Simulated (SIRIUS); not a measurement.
Cd2S under changes of volume

One of the cells (26.333 Å³/atom); the others are scaled copies at fixed shape and fractional positions:

```
Cd S
1.0
     3.96267    0.00000    0.00000
    -1.98134    3.43177    0.00000
     0.00000    0.00000    5.80919
Cd S
2 1
Direct
  0.33333 0.66667 0.93272
  0.66667 0.33333 0.57873
  0.33333 0.66667 0.36571
```

The cell comes from a database or a generator and needn't be the stable form of this composition.

* Program: SIRIUS 7.12.0
* Functional: LDA
* Potentials or basis: all-electron FP-LAPW
* Cutoff: 175 eV
* Basis: apw+lo standard
* k mesh: 8 × 8 × 5
* Occupations: fermi-dirac, width 0.05 eV
* Spin: no spin polarisation

```tsv
volume (Å³/atom)	energy over the lowest point (meV/atom)	gap on the mesh (eV)
24.753	0.00	0.21
25.280	9.42	0.22
25.806	22.30	0.23
26.333	37.04	0.25
26.860	54.32	0.26
27.386	73.54	0.28
27.913	?	?
```

Task: What does the run at 27.913 Å³/atom give?

Result: Energy over the lowest point 94.37 meV/atom; gap on the mesh 0.31 eV.

Worked out: A Birch-Murnaghan fit of order 3 (a polynomial in V^(-2/3)) to the other rows has no minimum within the range. It gives 94.40 meV/atom at 27.913 Å³/atom, against the run's 94.37. A straight line through the other rows of the gap, of slope 0.691 eV per unit of ln V, extrapolates to 0.29 eV, against the run's 0.31.

Energies are extrapolated to zero smearing.

Caveats: an odd mesh through Γ misses points on the zone boundary, where band edges often lie. Spin-orbit coupling on Cd is left out.
